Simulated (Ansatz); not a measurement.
# BaH (P1) in Ansatz: convergence with wavefunction cutoff

Aim: find how far wavefunction cutoff must go before the results for BaH settle, at PBEsol. This setting moves, with any that are tied to it; all else stays.

All numbers are computed with Ansatz 0.2.0; they aren't measurements. Logs are shortened: lines on timing, memory, paths and dates and some standing lists are left out, and cuts for length are marked.

## 1. The cell of the first run

The typed cell holds 2 atoms: a = 3.934 Å, b = 3.934 Å, c = 3.484 Å, α = 90.00°, β = 90.00°, γ = 90.00°.

The cell was built by a generator and needn't be a form met in nature.

The cell isn't the ideal one: atoms moved at random, drawn with an rms of 0.05 Å.

## 2. With wavefunction cutoff 400 eV

input.yaml reads:

```yaml
crystal:
  lattice:
    - [3.93366996, 0.0, 0.0]
    - [0.0, 3.93366996, 0.0]
    - [0.0, 0.0, 3.48387908]
  atoms:
    - { symbol: Ba, position: [0.502117, 0.515926, 0.001798] }
    - { symbol: H, position: [-0.008753, -0.004835, -0.007225] }
hamiltonian:
  xc: pbesol
  pseudopotentials: { kind: paw, level: accurate }
kpoints:
  mp_grid: { grid: [5, 5, 6] }
scf:
  occupations: { method: gaussian, width: 0.1 }
output:
  forces: true
  stress: true
  eigenvalues: true
basis:
  ecutwfc: "400 eV"
```

Potentials or basis: Ansatz PAW earlier set.

The run is started by

```sh
$ ansatz run input.yaml --threads 2 --pin off --max-ram 5632MiB --backend cpu --events-out ev --progress --plain --runs-dir out
```

What it wrote:

```text
Warning: basis.ecutwfc = 400 eV is below the records' recommended 1000 eV, and the density's cutoff is lower with it unless basis.ecutrho_ratio is high enough to keep the records' density cutoff: compare with a run at a higher cutoff
Warning: RAYON_NUM_THREADS=2 ignored (pool sized by the plan → 2); use --threads N
Engine: ansatz 0.2.0, aarch64-unknown-linux-gnu
Pseudopotentials: kind: paw, level: accurate
Pseudopotential: Ba, paw, valence charge 10, recommended cutoff 360 eV (high), Ba.paw.azcp
Pseudopotential: H, paw, valence charge 1, recommended cutoff 1000 eV (high), H.paw.azcp
Functional definition: PBEsol
  exchange = pbesol_x
  correlation = pbesol_c
Crystal: 2 atoms, lattice volume = 53.909 Å³
Basis set: ecut = 400 eV, 995 PW (Γ), exchange–correlation on 54×54×48 points (8 copies of the dense FFT grid, shifted against one another)
Bands: 10, of which v1, the nominal top of the filled ones, is band 6 counted from 1 (5 counted from 0)
Symmetry: 1 space group operations
Space group: P1 (ITA 1), of the structure as read, at distance tolerance 3.8e-5 Å
k-points: 76 of 150 (time reversal used)
Non-local potential: Ba, projectors of the file, l = 0: 3, l = 1: 2, l = 2: 2, l = 3: 2
Non-local potential: H, projectors of the file, l = 0: 2, l = 1: 1, l = 2: 1
PAW form: soft (Blöchl's): semilocal exchange-correlation on the pseudo side does not see the compensation charge
PAW frozen core: Ba, regenerated for the run's functional, and the local potential with it (the file was generated under x = pbe(κ = 0.804, μ = 0.2195149727645171), c = pbe(β = 0.06672455060314922))
PAW one-centre angular grid: Ba, 194 points (default); XC on 64 Gauss nodes
PAW one-centre angular grid: H, 110 points (default); XC on 64 Gauss nodes
Initial density: superposition of atomic densities (chi_scale 0.1, normalization cell, long waves kept (reshape's long-wave potential 0.00 eV rms))
Initial wavefunctions: pseudopotential atomic-orbital guess
Functional: x = pbesol(κ = 0.804, μ = 0.12345679012345678), c = pbesol(β = 0.046)
SCF iter   1: F=—  HF=-5864.058719 eV  |F-HF|=—  |Δ(HF+E_count)|=         —  Δρ=4.98e-2  dr2=1.04e0  ethr=3.10e-3  ⟨swp⟩=6.3  Hψ=5912  notcnv=0
preconditioner: auto → none  [metal: Δε(μ)=0.088 eV  Ē_g=12.596 eV  σ=0.100 eV  W_gap=0.43  n_scr=6 (ndim 8)  ℏωp=15.2 eV  f_vac=0.002  D(μ)=1.35/eV (n_scr^D=6)  sad-step TF]
SCF iter   2: F=—  HF=-5863.741899 eV  |F-HF|=—  |Δ(HF+E_count)|=   3.17e-1  Δρ=2.64e-2  dr2=3.23e-1  ethr=3.10e-3  ⟨swp⟩=2.1  Hψ=1743  notcnv=0  defer=26
SCF iter   3: F=—  HF=-5863.608257 eV  |F-HF|=—  |Δ(HF+E_count)|=   1.34e-1  Δρ=2.52e-3  dr2=1.86e-3  ethr=2.94e-3  ⟨swp⟩=3.6  Hψ=1447  notcnv=0  defer=26
SCF iter   4: F=—  HF=-5863.608913 eV  |F-HF|=—  |Δ(HF+E_count)|=   6.56e-4  Δρ=6.23e-4  dr2=2.30e-4  ethr=1.69e-5  ⟨swp⟩=2.1  Hψ=1476  notcnv=0  defer=26
SCF iter   5: F=—  HF=-5863.608830 eV  |F-HF|=—  |Δ(HF+E_count)|=   8.29e-5  Δρ=1.40e-4  dr2=5.22e-6  ethr=2.09e-6  ⟨swp⟩=2.2  Hψ=1100  notcnv=0  defer=26
SCF iter   6: F=—  HF=-5863.608837 eV  |F-HF|=—  |Δ(HF+E_count)|=   7.04e-6  Δρ=2.95e-5  dr2=8.99e-7  ethr=4.75e-8  ⟨swp⟩=2.0  Hψ=1129  notcnv=0  defer=26
SCF iter   7: F=-5863.608836 eV  HF=-5863.608836 eV  |F-HF|=7.31e-9  |Δ(HF+E_count)|=   3.49e-7  Δρ=4.51e-6  dr2=1.18e-8  ethr=9.09e-10  ⟨swp⟩=7.0  Hψ=5878  notcnv=0
SCF 1 converged in 7 iterations: F = -5863.608836 eV  dr2 = 1.18e-8
SCF converged after 7 iterations
Free energy (F): -5863.608836 eV
Harris-Foulkes:  -5863.608836 eV  (|F-HF|=7.31e-9)
Internal energy: -5863.604279 eV  (E = F + TS)
E sigma→0 (E₀):  -5863.606557 eV
Entropy (-TS):   -0.004558 eV (-2.279 meV/atom)
Fermi energy:    7.140358 eV
--- Per-component energies (eV) ---
  E_band       = -68.785383
  E_kinetic    = 227.953304
  E_local      = -414.814845  (includes V_loc(G=0)·N_el)
  E_nonlocal   = 85.570433
  E_hartree    = 104.967958
  E_xc         = -388.225284
  E_vxc        = -218.815605  (∫ρ·V_xc dr)
  E_paw        = -4909.599815  (= ΣΔE_a)
  E_vpaw       = 41.390053  (= ΣTr[D̂ρ^β])
  E_aug_tail   = -0.003927  (compensation charges beyond the density's cutoff)
  E_ewald      = -569.603079
  E_core_change = 0.150976  (= ΣΔE_core)
  E_smearing   = -0.004558  (= −TS)
  E_closure    = -0.000000  (closes the sum)
  Σ components = -5863.608836   (vs F -5863.608836, Δ=0.00e0)
--- Forces (eV/Å), atoms counted from 1 ---
  atom   1  Ba    -0.04151352    -0.07691163    -0.02219693
  atom   2  H      0.04150891     0.07690255     0.02219754
  max |Σ_I F_I| component: 9.07e-6 eV/Å
--- Stress (GPa, compression-positive) ---
       -4.679950       0.106292      -0.004962
        0.106292      -4.697673      -0.009278
       -0.004962      -0.009278       4.018311
  P = ⅓ Tr σ = -1.7864 GPa (-17.864 kbar)
--- Band table (eV; the first three rows and the last of 76) ---
  k-point 0: bands = ["-21.6822", "-6.4681", "-6.4662", "-5.9687", "2.5039", "6.5694", "7.1797", "12.1753", "12.5232", "12.8648"]
  k-point 1: bands = ["-21.6263", "-6.5055", "-6.4140", "-6.4121", "2.7656", "7.3962", "7.6007", "11.3346", "11.3388", "12.0770"]
  k-point 2: bands = ["-21.5107", "-7.4263", "-6.3025", "-6.3006", "3.3326", "7.9374", "8.7656", "9.8661", "9.8676", "12.0831"]
  k-point 75: bands = ["-21.5459", "-7.1130", "-6.6149", "-6.4049", "4.0161", "7.8193", "8.4744", "8.9356", "10.5727", "10.9188"]
```

It took 2 s on 2 threads of Arm Neoverse V2, shared host; peak memory 0.32 GiB.

What came out:

| Item | Value |
| --- | --- |
| Free energy | -5863.6088 eV |
| Pressure | -1.8 GPa |
| Largest force | 0.090 eV/Å |
| Band gap on the k mesh | none (metal or under the smearing width) |

## 3. With wavefunction cutoff 500 eV

input.yaml: that of step 2 with these lines changed.

```diff
@@ -20,2 +20,2 @@
 basis:
-  ecutwfc: "400 eV"
+  ecutwfc: "500 eV"
```

Potentials or basis: Ansatz PAW earlier set.

The run is started by

```sh
$ ansatz run input.yaml --threads 2 --pin off --max-ram 5632MiB --backend cpu --events-out ev --progress --plain --runs-dir out
```

Run time: 2.8 s. Hardware: 2 threads of Arm Neoverse V2, shared host; peak memory 0.34 GiB.

What came out:

```
Free energy            : -5863.6260 eV
Pressure               : -1.8 GPa
Largest force          : 0.090 eV/Å
Band gap on the k mesh : none (metal or under the smearing width)
```

## 4. With wavefunction cutoff 600 eV

input.yaml: that of step 3 with these lines changed.

```diff
@@ -20,2 +20,2 @@
 basis:
-  ecutwfc: "500 eV"
+  ecutwfc: "600 eV"
```

The run is started by

```sh
$ ansatz run input.yaml --threads 2 --pin off --max-ram 5632MiB --backend cpu --events-out ev --progress --plain --runs-dir out
```

Wall time 3.4 s (2 threads of Arm Neoverse V2, shared host); peak memory 0.37 GiB.

Results:

| Property | Result |
| --- | --- |
| Free energy | -5863.6313 eV |
| Pressure | -1.8 GPa |
| Largest force | 0.090 eV/Å |
| Band gap on the k mesh | none (metal or under the smearing width) |

## 5. With wavefunction cutoff 700 eV

input.yaml: that of step 4 with these lines changed.

```diff
@@ -20,2 +20,2 @@
 basis:
-  ecutwfc: "600 eV"
+  ecutwfc: "700 eV"
```

The run is started by

```sh
$ ansatz run input.yaml --threads 2 --pin off --max-ram 5632MiB --backend cpu --events-out ev --progress --plain --runs-dir out
```

Wall time 4.5 s (2 threads of Arm Neoverse V2, shared host); peak memory 0.4 GiB.

Results:

```yaml
Free_energy: -5863.6327 eV
Pressure: -1.8 GPa
Largest_force: 0.090 eV/Å
Band_gap_on_the_k_mesh: none (metal or under the smearing width)
```

## 6. With wavefunction cutoff 850 eV

input.yaml: that of step 5 with these lines changed.

```diff
@@ -20,2 +20,2 @@
 basis:
-  ecutwfc: "700 eV"
+  ecutwfc: "850 eV"
```

Potentials or basis: Ansatz PAW earlier set.

The run is started by

```sh
$ ansatz run input.yaml --threads 2 --pin off --max-ram 5632MiB --backend cpu --events-out ev --progress --plain --runs-dir out
```

Wall time 6 s (2 threads of Arm Neoverse V2, shared host); peak memory 0.46 GiB.

Results (log left out):

- Free energy: -5863.6330 eV
- Pressure: -1.8 GPa
- Largest force: 0.090 eV/Å
- Band gap on the k mesh: none (metal or under the smearing width)

## 7. With wavefunction cutoff 1000 eV

input.yaml: that of step 6 with these lines changed.

```diff
@@ -20,2 +20,2 @@
 basis:
-  ecutwfc: "850 eV"
+  ecutwfc: "1000 eV"
```

The run is started by

```sh
$ ansatz run input.yaml --threads 2 --pin off --max-ram 5632MiB --backend cpu --events-out ev --progress --plain --runs-dir out
```

Wall time 6.5 s (2 threads of Arm Neoverse V2, shared host); peak memory 0.46 GiB.

The run converged. Its results:

| Quantity | Value |
| --- | --- |
| Free energy | -5863.6330 eV |
| Pressure | -1.8 GPa |
| Largest force | 0.090 eV/Å |
| Band gap on the k mesh | none (metal or under the smearing width) |

## 8. With wavefunction cutoff 1200 eV

input.yaml: that of step 7 with these lines changed.

```diff
@@ -20,2 +20,2 @@
 basis:
-  ecutwfc: "1000 eV"
+  ecutwfc: "1200 eV"
```

The run is started by

```sh
$ ansatz run input.yaml --threads 2 --pin off --max-ram 5632MiB --backend cpu --events-out ev --progress --plain --runs-dir out
```

Run time: 7.9 s. Hardware: 2 threads of Arm Neoverse V2, shared host; peak memory 0.52 GiB.

It converged, with:

```yaml
Free_energy: -5863.6331 eV
Pressure: -1.8 GPa
Largest_force: 0.090 eV/Å
Band_gap_on_the_k_mesh: none (metal or under the smearing width)
```

## 9. With wavefunction cutoff 1400 eV

input.yaml: that of step 8 with these lines changed.

```diff
@@ -20,2 +20,2 @@
 basis:
-  ecutwfc: "1200 eV"
+  ecutwfc: "1400 eV"
```

Potentials or basis: Ansatz PAW earlier set.

The run is started by

```sh
$ ansatz run input.yaml --threads 2 --pin off --max-ram 5632MiB --backend cpu --events-out ev --progress --plain --runs-dir out
```

Wall time 10 s (2 threads of Arm Neoverse V2, shared host); peak memory 0.59 GiB.

It converged, with:

- Free energy: -5863.6332 eV
- Pressure: -1.8 GPa
- Largest force: 0.090 eV/Å
- Band gap on the k mesh: none (metal or under the smearing width)

## 10. With wavefunction cutoff 1700 eV

input.yaml: that of step 9 with these lines changed.

```diff
@@ -20,2 +20,2 @@
 basis:
-  ecutwfc: "1400 eV"
+  ecutwfc: "1700 eV"
```

The run is started by

```sh
$ ansatz run input.yaml --threads 2 --pin off --max-ram 5632MiB --backend cpu --events-out ev --progress --plain --runs-dir out
```

Run time: 14 s. Hardware: 2 threads of Arm Neoverse V2, shared host; peak memory 0.72 GiB.

It converged, with:

| Property | Result |
| --- | --- |
| Free energy | -5863.6332 eV |
| Pressure | -1.8 GPa |
| Largest force | 0.090 eV/Å |
| Band gap on the k mesh | none (metal or under the smearing width) |

## 11. Summary

```tsv
wavefunction cutoff	energy less the tightest run, at zero smearing (meV/atom)	SCF cycles	CPU time (s)	peak memory (GiB)
400 eV	12.20	7	3.9	0.32
500 eV	3.61	7	5.4	0.34
600 eV	0.98	7	6.7	0.37
700 eV	0.29	7	8.9	0.4
850 eV	0.12	7	12	0.46
1000 eV	0.10	7	13	0.46
1200 eV	0.05	7	16	0.52
1400 eV	0.02	7	21	0.59
1700 eV	0.00	7	27	0.72
```

Against the tightest run, the energy stays within 1 meV/atom from 600 eV on. The tightest run that finished is the yardstick and may itself not be fully converged.

Caveats: the PAW data sets come from PBE, with cores solved anew for the run's functional, which leaves a small shift of forces and pressure.
